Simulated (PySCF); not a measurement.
# MoCl₆ (-2): ligand-field states

Aim: compute the ligand-field states of MoCl₆ (-2).

Programs: PySCF 2.14.0, with routines of our own; each step states its level. All values are computed. Atoms count from 0.

## (1) The system as given

7 atoms, charge -2, states of the metal's open shell are computed; geometry from: model start, shaken.

## (2) Geometry optimisation at PBE0-D3(BJ)/def2-SVP

Job settings and geometry (Å):

```
{"job": {"xc": "PBE0", "basis": "def2-SVP", "d3": "d3bj", "grid": 1, "maxiter": 45, "solvent": "water", "kind": "geom"}, "charge": -2, "metal": "Mo", "open_shell": "d2"}
Mo     0.000020     0.004480    -0.004110
Cl    -0.013360    -0.006820     2.345130
Cl     0.000900     0.020100    -2.367380
Cl     2.350690     0.007350     0.005350
Cl    -2.358420    -0.013960    -0.000440
Cl     0.010430     2.339840    -0.006860
Cl    -0.028520    -2.379340    -0.027630
```

Command:

```bash
> OMP_NUM_THREADS=1 python lf_run.py task.json out
```

The driver reads the jobs from task.json and runs them one after another.

What it wrote:

```text
step   0  E = -2828.23980674  max force = 0.022868
step   1  E = -2828.24298243  max force = 0.003433
step   2  E = -2828.24283554  max force = 0.003054
step   3  E = -2828.24331584  max force = 0.001949
step   4  E = -2828.24336235  max force = 0.001058
step   5  E = -2828.24344672  max force = 0.001354
step   6  E = -2828.24351703  max force = 0.000669
step   7  E = -2828.24307278  max force = 0.005884
step   8  E = -2828.24342180  max force = 0.003012
step   9  E = -2828.24363322  max force = 0.001231
step  10  E = -2828.24367029  max force = 0.000594
step  11  E = -2828.24361344  max force = 0.003051
step  12  E = -2828.24352022  max force = 0.003235
step  13  E = -2828.24356395  max force = 0.002973
step  14  E = -2828.24362240  max force = 0.002188
step  15  E = -2828.24372002  max force = 0.000582
step  16  E = -2828.24372398  max force = 0.000323
optimisation converged
```

It took 11 min on 1 thread of Intel Xeon Platinum 8488C, shared host; peak memory 1.1 GiB.

Step by step: (the energy doesn't fall at every step)

```csv
step,energy from step 0 (eV),largest force component (eV/Å)
0,0.0000,1.1759
1,-0.0864,0.1765
2,-0.0824,0.1570
3,-0.0955,0.1002
4,-0.0968,0.0544
5,-0.0990,0.0696
6,-0.1010,0.0344
7,-0.0889,0.3026
8,-0.0984,0.1549
9,-0.1041,0.0633
10,-0.1051,0.0305
11,-0.1036,0.1569
12,-0.1010,0.1664
13,-0.1022,0.1529
14,-0.1038,0.1125
15,-0.1065,0.0299
16,-0.1066,0.0166
```

Distances of close pairs at the start and the end, largest changes first:

```csv
bond,before (Å),after (Å),change (Å)
Mo0–Cl3,2.351,2.428,+0.078
Mo0–Cl4,2.359,2.429,+0.071
Mo0–Cl5,2.335,2.382,+0.046
Mo0–Cl1,2.349,2.381,+0.032
Mo0–Cl2,2.363,2.381,+0.018
Mo0–Cl6,2.384,2.383,-0.001
```

Final coordinates:

```
Mo   -0.00492   -0.00303   -0.00802
Cl   -0.28293   -0.32720    2.33470
Cl    0.27464    0.31940   -2.35068
Cl    2.39348   -0.29133    0.23900
Cl   -2.40502    0.28028   -0.25408
Cl    0.24215    2.33985    0.34179
Cl   -0.25566   -2.34632   -0.35865
```

```csv
at the end point,value
point group (found at 0.08 Å tolerance),Oh
"rotational constants (GHz, main isotopes)","0.637, 0.625, 0.624"
⟨S²⟩,2.015
```

## (3) Ligand-field states: state-averaged CASSCF in water

Job settings and geometry (Å):

```
{"job": {"kind": "lf", "basis": {"metal": "x2c-TZVPall", "ligand": "x2c-SVPall"}, "nevpt": true, "solvent": "water"}, "charge": -2, "metal": "Mo", "open_shell": "d2"}
Mo     0.000000     0.000000     0.000000
Cl    -0.000000     2.397392     0.000000
Cl     0.000000    -2.397392    -0.000000
Cl    -0.000000    -0.000000     2.397392
Cl     0.000000     0.000000    -2.397392
Cl     2.397392     0.000000     0.000000
Cl    -2.397392    -0.000000    -0.000000
```

Level: state-averaged CASSCF of the metal d shell, SC-NEVPT2 on the averaged canonical orbitals, state-interaction spin-orbit coupling.

What it wrote:

```text
basis functions 171, electrons 146, active (2e, 5o)
stage 1: DIIS on the effective Fock matrix, level shift 0.30
cycle   1  E = -6808.9427352320  dE = -6.809e+03  max|g| = 1.452e+00
cycle   2  E = -6808.7799941026  dE =  1.627e-01  max|g| = 1.317e+00
cycle   3  E = -6810.5146780026  dE = -1.735e+00  max|g| = 7.071e-01
cycle   4  E = -6810.8240125147  dE = -3.093e-01  max|g| = 6.975e-01
cycle   5  E = -6810.9401482758  dE = -1.161e-01  max|g| = 5.268e-01
cycle   6  E = -6811.1258983388  dE = -1.858e-01  max|g| = 2.619e-01
cycle   7  E = -6811.1790366132  dE = -5.314e-02  max|g| = 8.606e-02
cycle   8  E = -6811.1875135161  dE = -8.477e-03  max|g| = 4.991e-02
cycle   9  E = -6811.1890508842  dE = -1.537e-03  max|g| = 3.508e-02
cycle  10  E = -6811.1902830956  dE = -1.232e-03  max|g| = 1.557e-02
cycle  11  E = -6811.1904454281  dE = -1.623e-04  max|g| = 1.181e-02
...
cycle  33  E = -6811.1906119712  dE = -2.989e-09  max|g| = 7.966e-05
cycle  34  E = -6811.1906119732  dE = -2.045e-09  max|g| = 6.572e-05
cycle  35  E = -6811.1906119746  dE = -1.393e-09  max|g| = 5.417e-05
cycle  36  E = -6811.1906119755  dE = -9.413e-10  max|g| = 4.471e-05
cycle  37  E = -6811.1906119762  dE = -6.366e-10  max|g| = 3.690e-05
cycle  38  E = -6811.1906119766  dE = -4.411e-10  max|g| = 3.041e-05
cycle  39  E = -6811.1906119769  dE = -2.956e-10  max|g| = 2.517e-05
cycle  40  E = -6811.1906119771  dE = -2.010e-10  max|g| = 1.597e-05
stage 2: quasi-Newton rotations from the point of smallest gradient
cycle  42  E = -6811.1906119772  dE = -1.091e-10  max|g| = 2.078e-05
cycle  43  E = -6811.1906119775  dE = -3.174e-10  max|g| = 1.969e-06
converged average energy = -6811.1906119775

 mult deg   label        CASSCF/cm-1   NEVPT2/cm-1
   3   3   3T1g                0.0           0.0
   1   3   1T2g             9492.5        8029.0
   1   2   1Eg              9688.3        8183.1
   1   1   1A1g            22076.7       18539.4
   3   3   3T2g            22891.1       25636.8
   3   3   3T1g            30680.8       30943.6
   1   3   1T2g            32149.7       32985.0
   1   3   1T1g            34774.0       35065.7
   3   1   3A2g            47338.8       51894.3
   1   2   1Eg             56811.5       58994.7
   1   1   1A1g            67693.0       66407.5

spin-orbit levels / cm-1
      0.00  x2  3T1g 0.99
     24.88  x3  3T1g 0.99
    926.54  x3  3T1g 1.00
   1322.20  x1  3T1g 1.00
   8530.56  x3  1T2g 0.99
   8713.78  x2  1Eg 0.99
  19053.72  x1  1A1g 0.99
  25794.81  x1  3T2g 1.00
  25978.72  x3  3T2g 0.99
  26316.38  x3  3T2g 0.99
  26324.01  x2  3T2g 0.99
  30978.15  x1  3T1g 0.99
  31215.93  x3  3T1g 1.00
  31609.30  x3  3T1g 0.93 1T2g 0.06
  31762.19  x2  3T1g 0.99
  33630.73  x3  1T2g 0.93 3T1g 0.06
  35623.78  x3  1T1g 0.99
  52467.01  x3  3A2g 1.00
  59552.77  x2  1Eg 1.00
  66972.86  x1  1A1g 1.00
```

Wall time 33 s (1 thread of Intel Xeon Platinum 8488C, shared host); peak memory 0.78 GiB.

Warnings kept with the result: strongly covalent, metal-shell active space is small for this complex.

In short:

```csv
quantity,value
spin-orbit constant ζ,666 cm⁻¹
```

Powder susceptibility:

```csv
T (K),χT (cm³ K/mol),μ(eff)
2,0.018,0.37
5,0.044,0.59
10,0.085,0.82
20,0.135,1.04
30,0.159,1.13
50,0.186,1.22
75,0.212,1.30
100,0.235,1.37
150,0.281,1.50
200,0.325,1.61
250,0.370,1.72
300,0.413,1.82
```

Orbitals, density, ELF and potential are computed afterwards from the orbital file.

The spin density lies nearest to Mo0 84 %.

## (4) Ligand-field states: state-averaged CASSCF (basis x2c-TZVPall) in water

Job settings and geometry (Å):

```
{"job": {"kind": "lf", "basis": "x2c-TZVPall", "nevpt": true, "solvent": "water"}, "charge": -2, "metal": "Mo", "open_shell": "d2"}
Mo     0.000000     0.000000     0.000000
Cl    -0.000000     2.397392     0.000000
Cl     0.000000    -2.397392    -0.000000
Cl    -0.000000    -0.000000     2.397392
Cl     0.000000     0.000000    -2.397392
Cl     2.397392     0.000000     0.000000
Cl    -2.397392    -0.000000    -0.000000
```

With the program's defaults for keys left out, this is: state-averaged CASSCF of the metal d shell, SC-NEVPT2 on the averaged canonical orbitals, state-interaction spin-orbit coupling.

What it wrote:

```text
basis functions 285, electrons 146, active (2e, 5o)
stage 1: DIIS on the effective Fock matrix, level shift 0.30
cycle   1  E = -6809.5320584009  dE = -6.810e+03  max|g| = 1.391e+00
cycle   2  E = -6809.4748099435  dE =  5.725e-02  max|g| = 1.318e+00
cycle   3  E = -6811.3732311752  dE = -1.898e+00  max|g| = 7.572e-01
cycle   4  E = -6812.1282315209  dE = -7.550e-01  max|g| = 3.210e-01
cycle   5  E = -6812.1926013768  dE = -6.437e-02  max|g| = 1.589e-01
cycle   6  E = -6812.2171313314  dE = -2.453e-02  max|g| = 6.093e-02
cycle   7  E = -6812.2191200130  dE = -1.989e-03  max|g| = 6.015e-02
cycle   8  E = -6812.2224332939  dE = -3.313e-03  max|g| = 3.092e-02
cycle   9  E = -6812.2230594215  dE = -6.261e-04  max|g| = 2.015e-02
cycle  10  E = -6812.2233136756  dE = -2.543e-04  max|g| = 9.422e-03
cycle  11  E = -6812.2233534489  dE = -3.977e-05  max|g| = 6.540e-03
cycle  12  E = -6812.2233746135  dE = -2.116e-05  max|g| = 3.551e-03
cycle  13  E = -6812.2233836701  dE = -9.057e-06  max|g| = 2.220e-03
cycle  14  E = -6812.2233857039  dE = -2.034e-06  max|g| = 1.594e-03
cycle  15  E = -6812.2233870261  dE = -1.322e-06  max|g| = 9.704e-04
cycle  16  E = -6812.2233876901  dE = -6.640e-07  max|g| = 8.448e-04
cycle  17  E = -6812.2233880789  dE = -3.888e-07  max|g| = 6.088e-04
cycle  18  E = -6812.2233882566  dE = -1.777e-07  max|g| = 4.551e-04
cycle  19  E = -6812.2233883594  dE = -1.028e-07  max|g| = 3.272e-04
cycle  20  E = -6812.2233884133  dE = -5.386e-08  max|g| = 2.878e-04
cycle  21  E = -6812.2233884482  dE = -3.485e-08  max|g| = 2.220e-04
cycle  22  E = -6812.2233884682  dE = -2.001e-08  max|g| = 1.784e-04
cycle  23  E = -6812.2233884799  dE = -1.169e-08  max|g| = 1.454e-04
cycle  24  E = -6812.2233884871  dE = -7.269e-09  max|g| = 1.186e-04
cycle  25  E = -6812.2233884921  dE = -4.947e-09  max|g| = 9.605e-05
cycle  26  E = -6812.2233884954  dE = -3.365e-09  max|g| = 7.701e-05
cycle  27  E = -6812.2233884976  dE = -2.208e-09  max|g| = 6.128e-05
cycle  28  E = -6812.2233884990  dE = -1.364e-09  max|g| = 4.920e-05
cycle  29  E = -6812.2233884999  dE = -8.840e-10  max|g| = 3.929e-05
cycle  30  E = -6812.2233885005  dE = -5.703e-10  max|g| = 3.131e-05
cycle  31  E = -6812.2233885008  dE = -3.593e-10  max|g| = 2.508e-05
cycle  32  E = -6812.2233885010  dE = -2.256e-10  max|g| = 2.026e-05
cycle  33  E = -6812.2233885012  dE = -1.419e-10  max|g| = 1.644e-05
cycle  34  E = -6812.2233885013  dE = -8.822e-11  max|g| = 1.328e-05
cycle  35  E = -6812.2233885013  dE = -5.730e-11  max|g| = 1.101e-05
cycle  36  E = -6812.2233885014  dE = -4.275e-11  max|g| = 8.928e-06
converged average energy = -6812.2233885014

 mult deg   label        CASSCF/cm-1   NEVPT2/cm-1
   3   3   3T1g                0.0           0.0
   1   3   1T2g             9478.0        7902.2
   1   2   1Eg              9736.2        8078.1
   1   1   1A1g            22101.4       18215.0
   3   3   3T2g            22760.5       24740.6
   3   3   3T1g            30519.3       29808.0
   1   3   1T2g            31976.5       31911.9
   1   3   1T1g            34600.0       33857.4
   3   1   3A2g            47200.3       50137.0
   1   2   1Eg             56552.8       56864.9
   1   1   1A1g            67317.0       63860.4

spin-orbit levels / cm-1
      0.00  x2  3T1g 0.99
     25.29  x3  3T1g 0.99
    928.68  x3  3T1g 1.00
   1323.96  x1  3T1g 1.00
   8404.90  x3  1T2g 0.99
   8610.53  x2  1Eg 0.99
  18729.60  x1  1A1g 0.99
  24899.98  x1  3T2g 1.00
  25084.44  x3  3T2g 0.99
  25421.53  x3  3T2g 0.99
  25429.00  x2  3T2g 0.99
  29846.60  x1  3T1g 0.99
  30082.93  x3  3T1g 0.99
  30480.56  x3  3T1g 0.94 1T2g 0.06
  30631.49  x2  3T1g 0.99
  32556.28  x3  1T2g 0.94 3T1g 0.06
  34418.99  x3  1T1g 0.99
  50713.15  x3  3A2g 1.00
  57426.14  x2  1Eg 1.00
  64429.41  x1  1A1g 1.00
```

Run time: 79 s. Hardware: 1 thread of Intel Xeon Platinum 8488C, shared host; peak memory 1.2 GiB.

Warnings kept with the result: strongly covalent, metal-shell active space is small for this complex.

In short:

```csv
quantity,value
spin-orbit constant ζ,663 cm⁻¹
```

Powder susceptibility:

```csv
T (K),χT (cm³ K/mol),μ(eff)
2,0.017,0.37
20,0.134,1.03
100,0.235,1.37
300,0.412,1.81
```

## (5) Ligand-field states: state-averaged CASSCF (avg hs) in water

The job, as its differences from that of step 4:

```diff
@@ -1,2 +1,2 @@
-{"job": {"kind": "lf", "basis": "x2c-TZVPall", "nevpt": true, "solvent": "water"}, "charge": -2, "metal": "Mo", "open_shell": "d2"}
+{"job": {"kind": "lf", "basis": {"metal": "x2c-TZVPall", "ligand": "x2c-SVPall"}, "nevpt": true, "solvent": "water", "avg": "hs"}, "charge": -2, "metal": "Mo", "open_shell": "d2"}
 Mo     0.000000     0.000000     0.000000
```

Level: state-averaged CASSCF of the metal d shell, SC-NEVPT2 on the averaged canonical orbitals, state-interaction spin-orbit coupling.

What it wrote:

```text
basis functions 171, electrons 146, active (2e, 5o)
stage 1: DIIS on the effective Fock matrix, level shift 0.30
cycle   1  E = -6808.9508699366  dE = -6.809e+03  max|g| = 1.452e+00
cycle   2  E = -6808.8281407320  dE =  1.227e-01  max|g| = 1.309e+00
cycle   3  E = -6810.5677907912  dE = -1.740e+00  max|g| = 6.892e-01
cycle   4  E = -6810.7330046173  dE = -1.652e-01  max|g| = 8.024e-01
cycle   5  E = -6810.8504092023  dE = -1.174e-01  max|g| = 6.223e-01
cycle   6  E = -6811.0839550816  dE = -2.335e-01  max|g| = 3.644e-01
cycle   7  E = -6811.1825312354  dE = -9.858e-02  max|g| = 1.325e-01
cycle   8  E = -6811.1994673644  dE = -1.694e-02  max|g| = 6.771e-02
cycle   9  E = -6811.2015947281  dE = -2.127e-03  max|g| = 5.565e-02
cycle  10  E = -6811.2045087578  dE = -2.914e-03  max|g| = 1.677e-02
cycle  11  E = -6811.2044944703  dE =  1.429e-05  max|g| = 1.791e-02
cycle  12  E = -6811.2046835238  dE = -1.891e-04  max|g| = 1.263e-02
cycle  13  E = -6811.2047796478  dE = -9.612e-05  max|g| = 9.117e-03
cycle  14  E = -6811.2048036152  dE = -2.397e-05  max|g| = 7.557e-03
cycle  15  E = -6811.2048012772  dE =  2.338e-06  max|g| = 7.559e-03
cycle  16  E = -6811.2048216430  dE = -2.037e-05  max|g| = 6.283e-03
cycle  17  E = -6811.2048344584  dE = -1.282e-05  max|g| = 4.914e-03
cycle  18  E = -6811.2048432742  dE = -8.816e-06  max|g| = 4.273e-03
cycle  19  E = -6811.2048503733  dE = -7.099e-06  max|g| = 3.677e-03
cycle  20  E = -6811.2048553782  dE = -5.005e-06  max|g| = 3.457e-03
cycle  21  E = -6811.2048587789  dE = -3.401e-06  max|g| = 2.955e-03
cycle  22  E = -6811.2048613082  dE = -2.529e-06  max|g| = 2.487e-03
cycle  23  E = -6811.2048631004  dE = -1.792e-06  max|g| = 1.684e-03
cycle  24  E = -6811.2048641781  dE = -1.078e-06  max|g| = 1.803e-03
cycle  25  E = -6811.2048650417  dE = -8.636e-07  max|g| = 1.589e-03
cycle  26  E = -6811.2048657064  dE = -6.646e-07  max|g| = 1.358e-03
stage 2: quasi-Newton rotations from the point of smallest gradient
cycle  28  E = -6811.2048662510  dE = -5.446e-07  max|g| = 1.315e-03
cycle  29  E = -6811.2048675384  dE = -1.287e-06  max|g| = 1.282e-04
cycle  30  E = -6811.2048675774  dE = -3.895e-08  max|g| = 4.642e-05
cycle  31  E = -6811.2048675849  dE = -7.509e-09  max|g| = 1.857e-05
cycle  32  E = -6811.2048675851  dE = -2.537e-10  max|g| = 5.215e-06
converged average energy = -6811.2048675851

 mult deg   label        CASSCF/cm-1   NEVPT2/cm-1
   3   3   3T1g                0.0           0.0
   1   3   1T2g             9624.9        8069.3
   1   2   1Eg              9816.0        8223.1
   1   1   1A1g            22354.9       18634.4
   3   3   3T2g            22930.3       25592.7
   3   3   3T1g            30795.6       30910.7
   1   3   1T2g            32312.7       32975.3
   1   3   1T1g            34939.3       35063.4
   3   1   3A2g            47474.1       51792.5
   1   2   1Eg             57009.2       58911.1
   1   1   1A1g            67991.7       66335.8

spin-orbit levels / cm-1
      0.00  x2  3T1g 0.99
     25.56  x3  3T1g 0.99
    937.44  x3  3T1g 1.00
   1337.64  x1  3T1g 1.00
   8576.60  x3  1T2g 0.99
   8760.38  x2  1Eg 0.99
  19154.58  x1  1A1g 0.99
  25753.76  x1  3T2g 1.00
  25939.79  x3  3T2g 0.99
  26280.41  x3  3T2g 0.99
  26288.34  x2  3T2g 0.99
  30946.12  x1  3T1g 0.99
  31186.67  x3  3T1g 1.00
  31585.36  x3  3T1g 0.93 1T2g 0.06
  31739.71  x2  3T1g 0.99
  33628.56  x3  1T2g 0.93 3T1g 0.06
  35628.61  x3  1T1g 0.99
  52373.14  x3  3A2g 1.00
  59476.61  x2  1Eg 1.00
  66908.92  x1  1A1g 1.00
```

It took 28 s on 1 thread of Intel Xeon Platinum 8488C, shared host; peak memory 0.78 GiB.

Warnings kept with the result: strongly covalent, metal-shell active space is small for this complex.

From this job:

```csv
quantity,value
spin-orbit constant ζ,672 cm⁻¹
```

Powder susceptibility:

```csv
T (K),χT (cm³ K/mol),μ(eff)
2,0.017,0.37
20,0.132,1.03
100,0.232,1.36
300,0.409,1.81
```

## (6) The runs side by side

From the NEVPT2 states (cm⁻¹; the spread is that of the fitted one-electron ligand-field levels):

```csv
step,setting,ground state,next state,orbital spread,Racah B,ζ,"μ(eff), 300 K"
3,as given,3T1g,1T2g at 8029,26305,501,666,1.82
4,basis x2c-TZVPall,3T1g,1T2g at 7902,25387,480,663,1.81
5,avg hs,3T1g,1T2g at 8069,26251,504,672,1.81
```

## (7) Results

| quantity | value |
| --- | --- |
| rotational constants (main isotopes) | 0.64, 0.62, 0.62 GHz |
| spin-orbit constant ζ (step 3, state-averaged CASSCF in water) | 666 cm⁻¹ |
| ground multiplicity, μ(eff) at 300 K (step 3, 6 donors at 2.40 Å) | 3, 1.82 μB |
| ground multiplicity, μ(eff) at 300 K (step 4, 6 donors at 2.40 Å) | 3, 1.81 μB |
| ground multiplicity, μ(eff) at 300 K (step 5, 6 donors at 2.40 Å) | 3, 1.81 μB |

**Reading.** Relaxing lowered the energy by 0.107 eV in 16 steps; the close pair that moved most is Mo0–Cl3, from 2.351 to 2.428 Å. The next job takes another geometry, as its input shows. No frequency check was run at this level, so the end point may be a saddle. In step 3, χT goes from 0.02 at 2 K to 0.41 cm³ K/mol at 300 K, as higher levels fill or mix in. The bonding is strongly covalent, and an active space of the metal's shell alone is small for it, so these values are rough.
